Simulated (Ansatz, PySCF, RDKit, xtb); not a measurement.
# HS2IO: from the formula to a structure

Only the formula HS2IO is given. Aim: find the structure of lowest free energy at 298.15 K, then its properties.

Plan: many cheap relaxations first (GFN2-xTB), then density-functional screening, relaxation at B3LYP-D3(BJ)/def2-SVP, vibrations and a final energy. The numbers are computed, not measured.

6 further runs of the same task are left out: 6 set aside as unsound or not needed.

**1. Drawing up candidates**

All bonding patterns within simple valence rules are listed by program: one Lewis structure each, at most two rings and one unusual centre or charged pair. O–O, O–halogen and N–halogen bonds and N–N–N chains are not drawn. That gives 9 candidates.

| label | SMILES | spin |
| --- | --- | --- |
| c100 | SOSI | singlet |
| c124 | O=[S@](S)I | singlet |
| c177 | I[S@@H]1OS1 | singlet |
| c179 | I[S@@]1=[SH]O1 | singlet |
| c265 | O=[SH]SI | singlet |
| c295 | O=S=[SH]I | singlet |
| c474 | OSSI | singlet |
| c750 | O[S@](=S)I | singlet |
| c843 | O=[S@H](=S)I | singlet |

Candidates are built by distance geometry, with a force field where one applies, in up to four conformers (letters a to d). 6 starts with atoms placed at random are added, to find patterns that the rules miss.

**Question.** With final energies at CCSD(T)/def2-TZVP, which structure will this search put lowest in free energy, and by what margin?

| quantity | value |
| --- | --- |
| lowest structure found | OSSI, singlet, C1 |
| next finalist | O=[S@](S)I, singlet, 9.3 kcal/mol higher in G |
| share at equilibrium, among the finalists | 100.0 % |
| harmonic wavenumbers, lowest and highest (B3LYP-D3(BJ)/def2-SVP) | 88 and 3745 cm⁻¹ |
| rotational constants, same geometry | 0.2118, 0.02895, 0.02702 cm⁻¹ |
| dipole moment (PBE0/def2-TZVPD) | 1.91 D |
| HOMO energy (PBE0/def2-TZVPD) | -7.28 eV |
| LUMO energy (PBE0/def2-TZVPD) | -3.23 eV |
| HOMO–LUMO gap (PBE0/def2-TZVPD) | 4.05 eV |
| lowest excitation (TD-CAM-B3LYP/def2-SVPD) | 2.53 eV (f = 0.001) |
| strongest of the states computed, same level | 3.93 eV (f = 0.154) |
| lowest triplet excitation, same level, Tamm-Dancoff | 1.96 eV |
| vertical ionisation energy | 9.19 eV |
| vertical electron affinity | 1.50 eV |
| vertical triplet less singlet | +2.09 eV |

`OSSI` comes out lowest. The margin of 9.3 kcal/mol over the next finalist is beyond the usual error of the last level; it says nothing of structures that weren't ranked. GFN2-xTB, HF/STO-3G, r2SCAN-D4/def2-SVP, B3LYP-D3(BJ)/def2-SVP, HF/def2-TZVP and MP2/def2-TZVP already put its bonding pattern lowest among the structures in one piece. Spin-orbit coupling, which matters for elements this heavy, is left out. The search is not exhaustive (a finite list of starts, one conformer a finalist), so a lower isomer can't be ruled out.
